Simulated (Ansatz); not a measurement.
Working through a relaxation followed by a look at the electronic structure of CdAg, space group Pm-3m

With Ansatz's Python interface.

At the Python prompt:
```pycon
>>> import ansatz as az
>>> import numpy as np
>>> from pymatgen.core import Lattice, Structure
>>> from pymatgen.io.ase import AseAtomsAdaptor
>>> def count_gap(report):
...     # lowest empty less highest filled band, counting bands; zero where they overlap
...     return max(report.get("gap_by_band_count_ev") or 0.0, 0.0)
...
>>> def setup_for(crystal, spacing):
...     return (
...         crystal.calculation()
...         .functional("pbesol", dispersion="d3bj")
...         .basis(630, density_ratio=6)
...         .occupations(az.OccupationsMethod.GAUSSIAN)
...         .scf(max_iterations=80)
...         .kpoints(spacing=spacing)
...     )
...
>>> pmg_structure = Structure(
...     Lattice([[3.33, 0.0, 0.0], [0.0, 3.33, 0.0], [0.0, 0.0, 3.33]]),
...     ["Cd", "Ag"],
...     [
...         [0.5, 0.5, 0.5],
...         [0.0, 0.0, 0.0],
...     ],
... )
>>> crystal = az.Crystal.from_ase(AseAtomsAdaptor.get_atoms(pmg_structure))
>>> relaxed = setup_for(crystal, 0.34).relax(cell=True, force_tolerance=0.02, max_steps=40).checkpoint(write="relax.run", compress=False).run()

>>> cell = np.asarray(relaxed.lattice.cell_ang)
>>> print("relaxed edges (A):", np.linalg.norm(cell, axis=1).round(4), " volume:", round(abs(np.linalg.det(cell)), 3), "A^3")
relaxed edges (A): [3.263 3.263 3.263]  volume: 34.742 A^3
>>> for site in relaxed.lattice.sites:
...     print(" ", site.symbol, np.round(site.position_frac, 4) + 0.0)
...
  Cd [0.5 0.5 0.5]
  Ag [0. 0. 0.]
>>> final = az.Crystal.from_checkpoint("relax.run")
DeckWarning: crystal.checkpoint: the structure is that of relax.run, a `relax` run, at its step 4: its result, under pbesol at a charge of 0 e; 2 atoms read, 0 with a starting moment [...]
>>> done = setup_for(final, 0.26).functional("r2scan").stress().band_table().density_of_states(energy_step=0.05).run()
DeckWarning: the engine holds no damping parameters fitted to this dispersion correction and functional, so the run takes those fitted to r2scan beside the three-body term, which d3bj leaves out (hamiltonian.dispersion, under Limitations)
>>> data = done.report
>>> sorted(key for key in data if key.endswith("_ev"))
['eigenvalues_ev', 'energy_sigma0_ev', 'entropy_ts_ev', 'fermi_energy_ev', 'free_energy_ev', 'gap_by_band_count_ev', 'harris_foulkes_ev', 'internal_energy_ev', 'lagrangian_above_aufbau_ev', 'lagrangian_ev', 'lagrangian_sigma0_ev', 'loop_eigenvalues_ev', 'loop_fermi_energy_ev', 'occupations_fermi_energy_ev', 'residual_norms_ev']
>>> data["kweights"]
[0.001953125, 0.01171875, 0.01171875, 0.01171875, 0.005859375, 0.0234375, 0.046875, 0.046875, 0.0234375, 0.0234375, 0.046875, 0.0234375, 0.0234375, 0.0234375, 0.005859375, 0.015625, 0.046875, 0.046875, 0.0234375, 0.046875, 0.09375, 0.046875, 0.046875, 0.046875, 0.01171875, 0.015625, 0.046875, 0.0234375, 0.046875, 0.046875, 0.01171875, 0.015625, 0.0234375, 0.01171875, 0.001953125]
>>> dos = done.density_of_states()
>>> print(f"pressure at the relaxed cell {np.trace(data['stress_gpa']) / 3:.3f} GPa, gap by band count {count_gap(data):.3f} eV")
pressure at the relaxed cell 5.717 GPa, gap by band count 0.000 eV
>>> if count_gap(data) == 0:
...     print("states/eV at the Fermi level:", round(float(np.interp(dos.fermi_ev, dos.energies_ev, dos.spin_summed_g_bin_mean_per_ev)), 3))
...
states/eV at the Fermi level: 0.527
```

Notes:
- The settings weren't tested for convergence.
- The dispersion term runs with damping parameters of another functional.
- Dispersion corrections can be off by several per cent in the lattices of metals, and by several GPa in the pressure at a fixed cell.
- Only differences from the Fermi energy are physical; the zero of the scale is a convention.
- A gap by band count of zero or less means overlapping bands, a metal, and at an odd count of electrons it is no gap at all.
- The structure is a deposited one; some such entries were measured under pressure or heat, so a shift against it needn't be the functional's error alone.
- Levels are Kohn-Sham eigenvalues on this mesh, without spin-orbit coupling.
- Warnings are shown shortened and without file and line.
- Where the second run takes another functional or mesh than the relaxation, its pressure isn't zero; pressure is positive in compression.
- The computed bands are complete only to about 4.9 eV above the Fermi level; beyond that the density of states is undercounted.
- It ran for 18 s on 1 thread of Arm Neoverse V1, on a shared host, peak memory 0.7 GiB.

(Lines on the test bed's own set-up are left out of the output.)
